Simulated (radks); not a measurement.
# He inside a hard spherical wall

An exercise on one series of results from a longer session: the logs are not shown, and one member is left open.

Method: non-relativistic Kohn-Sham, LDA (Slater exchange, VWN5 correlation), spin-unpolarised, spherical densities, point nucleus. Code: radks (a radial shooting solver on a logarithmic mesh, Libxc functionals) version 1.

### What is computed

```
element       : helium (Z = 2)
charge        : 0
electrons     : 2
configuration : [He]
```

Outer shells as boxes (Hund's rule):

He
```
1s [↑↓]
```

The first run:

Input:

```text
Z 2
configuration [He] 2s0 2p0
relativity non-relativistic
functional lda,vwn5
spin unpolarised
nucleus point
```

Among the steps run: The free atom; Wall at 15 bohr; Wall at 12 bohr; Wall at 10 bohr; Wall at 7 bohr; Wall at 4 bohr; Wall at 2.5 bohr; Wall at 2 bohr; Wall at 1.5 bohr.

One of the session's tables, all rows but one given; the rest of the session is left out.

```
R (bohr)  E − E(free) (eV)  ε(2p, empty) (eV)
    free             0.000                  -
      15             0.000              1.020
      12             0.000              1.475
      10             0.000              1.993
       7             0.000              3.698
       4             0.130             11.214
     2.5             3.004             31.556
       2                 ?                  ?
     1.5            28.674             98.655
```

Q: Estimate the row for R (bohr) = 2 from the others.

Worked estimate for «E − E(free) (eV)». A straight line through the neighbours (2.5, 3.004) and (1.5, 28.674) gives 3.004 + (28.674 − 3.004) × (2 − 2.5) / (1.5 − 2.5) = 15.839; a parabola fitted to 3 rows on both sides gives 13.464.

The run gave: E − E(free) (eV): 8.937; ε(2p, empty) (eV): 52.050. In «E − E(free) (eV)» the line misses by +6.902 and the parabola by +4.527.

Shells are not refilled when levels cross, and a hard wall is a model, not a crystal.
